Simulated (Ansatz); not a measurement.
# Be2Ge: from a guess to a relaxed structure

Aim: relax a trial structure of Be2Ge and see where it ends.

Computed with Ansatz 0.2.0 (DFT PBE, scalar-relativistic, plane waves, PAW, unless a step's input says otherwise).

2 further runs of the same task are left out: 1 that didn't finish, 1 set aside as unsound or not needed.

## (1) The structure to begin with

It takes space group P4_2/mnm (No. 136, tetragonal). The conventional cell has a = 4.782 Å, b = 4.782 Å, c = 2.726 Å, α = 90.00°, β = 90.00°, γ = 90.00°. Be (site symmetry m2m) has 3 Ge at 1.92 to 2.03 Å as nearest neighbours. Around Ge (site symmetry mmm) lie 6 Be at 1.92 to 2.03 Å.

As a file:

```cif
data_structure
_symmetry_space_group_name_H-M 'P4_2/mnm'
_symmetry_Int_Tables_number 136
_cell_length_a 4.7820
_cell_length_b 4.7820
_cell_length_c 2.7255
_cell_angle_alpha 90.000
_cell_angle_beta 90.000
_cell_angle_gamma 90.000
_cell_volume 62.33
loop_
_atom_site_label
_atom_site_type_symbol
_atom_site_symmetry_multiplicity
_atom_site_Wyckoff_symbol
_atom_site_fract_x
_atom_site_fract_y
_atom_site_fract_z
_atom_site_occupancy
Be1 Be 4 f 0.30000 0.30000 0.00000 1
Ge1 Ge 2 a 0.00000 0.00000 0.00000 1
```

The cell is invented: species swapped into a database cell of WO2 (P4_2/mnm, No. 136), with Ge on the W sites and Be on the O sites. Lengths come from tabulated atomic sizes and are only a guess.

## (2) Probe: one point on a coarse mesh

The input, input.yaml:

```yaml
crystal:
  lattice:
    - [4.78196417, 0.0, 0.0]
    - [0.0, 4.78196417, 0.0]
    - [0.0, 0.0, 2.72552269]
  atoms:
    - { symbol: Be, position: [0.30000001, 0.30000001, 0.0] }
    - { symbol: Be, position: [0.19999999, 0.80000001, 0.5] }
    - { symbol: Be, position: [0.69999999, 0.69999999, 0.0] }
    - { symbol: Be, position: [0.80000001, 0.19999999, 0.5] }
    - { symbol: Ge, position: [0.0, 0.0, 0.0] }
    - { symbol: Ge, position: [0.5, 0.5, 0.5] }
basis:
  ecutwfc: 420
kpoints:
  mp_grid: { grid: [4, 4, 6] }
hamiltonian:
  xc: pbe
scf:
  occupations: { method: gaussian, width: 0.1 }
  lower_state_search: "off"
output:
  forces: true
  stress: true
  eigenvalues: true
```

Launch:

```sh
> ansatz run input.yaml --threads 1 --pin off --max-ram 2048MiB --backend cpu --events-out ev --progress --plain --runs-dir out
```

Further runs follow: coarse relaxation; relaxation on the finer mesh; the kicked end on a coarse mesh; coarse relaxation (after the kick); relaxation on the finer mesh (after the kick).

Before running it: what results should come out? Wanted: conventional cell; volume; energy over the elements; gap on the mesh.

The runs gave:

```
                                    quantity                                                                      value
symmetry at the first end (tolerance 0.05 Å)                                             space group P4_2/mnm (No. 136)
                           conventional cell  a = 4.872 Å, b = 4.872 Å, c = 3.807 Å, α = 90.00°, β = 90.00°, γ = 90.00°
                                      volume                                                              15.06 Å³/atom
                    energy over the elements                                                              +0.57 eV/atom
                             gap on the mesh                                                               none (metal)
```

**Reading.** The space group P4_2/mnm (No. 136) is kept, and the volume per atom grows by 45.0 % from the first guess. The formation energy is positive, so the separate elements lie lower. No finished test with a distortion of lower symmetry is shown, so the end may be a saddle point.
